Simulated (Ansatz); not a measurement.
# Si3H6S: how energies converge with the basis set

One table from this session's results is given with a row withheld; the runs are named, their logs left out.

The runs use Ansatz 0.2.0, Gaussian basis; one geometry, several basis sets.

The runs, in order: PBE0-D4/def2-SVP; ωB97M-V/def2-SVP; PBE0-D4/def2-QZVPP; ωB97M-V/def2-QZVPP; the functionals' def2-TZVPP values are taken from earlier runs.

### The relaxed structure

All runs share one geometry, relaxed beforehand with PBE0-D4 in a triple-zeta def2 set.

SMILES `[SiH3][SiH]1[SiH2]S1`, 10 atoms, charge 0, spin multiplicity 1.

Atoms are counted from 1 here; the program's logs count them from 0.

Bond lengths: Si1–Si2 2.327 Å, Si1–H5 1.487 Å, Si1–H6 1.488 Å, Si1–H7 1.485 Å, Si2–Si3 2.250 Å, Si2–S4 2.167 Å, Si2–H8 1.486 Å, Si3–S4 2.144 Å, Si3–H9 1.482 Å, Si3–H10 1.482 Å. Angles: Si2–Si1–H5 110.7°, Si2–Si1–H6 110.2°, Si2–Si1–H7 108.0°, H5–Si1–H6 108.9°, H5–Si1–H7 109.5°, H6–Si1–H7 109.6°, Si1–Si2–Si3 121.3°, Si1–Si2–S4 113.7°, Si1–Si2–H8 115.9°, Si3–Si2–S4 58.0°, Si3–Si2–H8 119.5°, S4–Si2–H8 113.8°, Si2–Si3–S4 59.0°, Si2–Si3–H9 122.0°, Si2–Si3–H10 122.1°, S4–Si3–H9 115.3°, S4–Si3–H10 115.2°, H9–Si3–H10 111.9° and more.

Set-up of the first run:

in.yaml reads:

```yaml
crystal:
  periodic: [false, false, false]
  atoms:
    - {symbol: Si, position_ang: [-1.249601, 1.477316, 0.091448]}
    - {symbol: Si, position_ang: [0.115799, -0.171120, -0.822253]}
    - {symbol: Si, position_ang: [1.506274, -1.385484, 0.464847]}
    - {symbol: S, position_ang: [-0.383436, -2.176434, -0.169400]}
    - {symbol: H, position_ang: [-2.625566, 1.387490, -0.465073]}
    - {symbol: H, position_ang: [-0.695597, 2.825422, -0.207348]}
    - {symbol: H, position_ang: [-1.294841, 1.272107, 1.561662]}
    - {symbol: H, position_ang: [0.377081, -0.062563, -2.281498]}
    - {symbol: H, position_ang: [1.636662, -1.146653, 1.921520]}
    - {symbol: H, position_ang: [2.696325, -2.071182, -0.090905]}
basis:
  gaussian: {orbitals: def2-SVP}
hamiltonian: {xc: pbe0, dispersion: d4}
output: {orbitals: {seedname: orbitals}}
```

On the command line:

```console
$ ansatz run in.yaml --threads 2 --pin off --events-out ev --progress --plain --max-ram 4352MiB
```

Steps of the session up to this table: PBE0-D4 in def2-SVP; ωB97M-V in def2-SVP; PBE0-D4 in def2-QZVPP; ωB97M-V in def2-QZVPP.

One of the session's tables, all rows but one given; the rest of the session is left out.

It belongs to the step «Functionals by basis». 

```
functional       basis  HOMO (eV)
   PBE0-D4    def2-SVP      -7.19
   PBE0-D4  def2-TZVPP      -7.18
   PBE0-D4  def2-QZVPP      -7.19
   ωB97M-V    def2-SVP      -9.11
   ωB97M-V  def2-TZVPP      -9.11
   ωB97M-V  def2-QZVPP          ?
```

Q: Estimate the row for ωB97M-V, def2-QZVPP from the others.

As computed: HOMO (eV): -9.13. In the column «HOMO (eV)» it is the lowest.
